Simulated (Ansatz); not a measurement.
**Ru (hcp type): a single-point run**

Wanted: a converged single-point run for Ru (hcp type), and a check of what comes out. The structure is shown as the input types it.

Method: DFT, LDA, all-electron LAPW, scalar-relativistic, in Ansatz 0.2.0.

## 1. Starting point

The structure is hexagonal, space group P6_3/mmc (No. 194). The conventional cell has a = 2.675 Å, b = 2.675 Å, c = 4.224 Å, α = 90.00°, β = 90.00°, γ = 120.00°. Around Ru (site symmetry -6m2) lie 12 Ru at 2.62 to 2.68 Å.

Coordinates:

```xyz
4
Lattice="-1.3376 2.3168 0.0000 0.0000 0.0000 4.2244 4.0128 2.3168 0.0000" Properties=species:S:1:pos:R:3 pbc="T T T"
Ru    0.0000    1.5445    1.0561
Ru    2.6752    1.5445    1.0561
Ru    1.3376    0.7723    3.1683
Ru    2.6752    3.0891    3.1683
```

## 2. Input and run

Input file input.yaml:

```yaml
crystal:
  lattice:
    - [-1.3376082022, 2.3168053669, 0.0]
    - [0.0, 0.0, 4.2244496844]
    - [4.0128246067, 2.3168053669, 0.0]
  atoms:
    - { symbol: Ru, position: [0.5, 0.25, 0.166666667] }
    - { symbol: Ru, position: [0.0, 0.25, 0.666666667] }
    - { symbol: Ru, position: [0.0, 0.75, 0.333333333] }
    - { symbol: Ru, position: [0.5, 0.75, 0.833333333] }
kpoints:
  mp_grid: { grid: [14, 9, 8] }
scf:
  occupations: { method: fixed }
  max_iter: 50
hamiltonian:
  xc: lda
  pseudopotentials: { kind: all_electron, lapw: { basis_error: 0.001 } }
output:
  forces: true
  stress: true
  eigenvalues: true
```

Command:

```console
ansatz run input.yaml --threads 2 --pin off --max-ram 4096MiB --backend cpu --events-out ev --progress --plain --runs-dir out
```

**Question.** How will this run end, and is anything wrong with its input?

This run ends as converged, with warnings (band overlap at count, metallic iterate). Convergence says nothing about whether the input makes sense.

Look at the input: scf.occupations.method is fixed; scf.occupations.width is missing. The risk: fixed occupations where they can't hold. It still converged here, which does not make the setting sound.

To check: set scf.occupations.method to fermi_dirac and scf.occupations.width to 0.1.
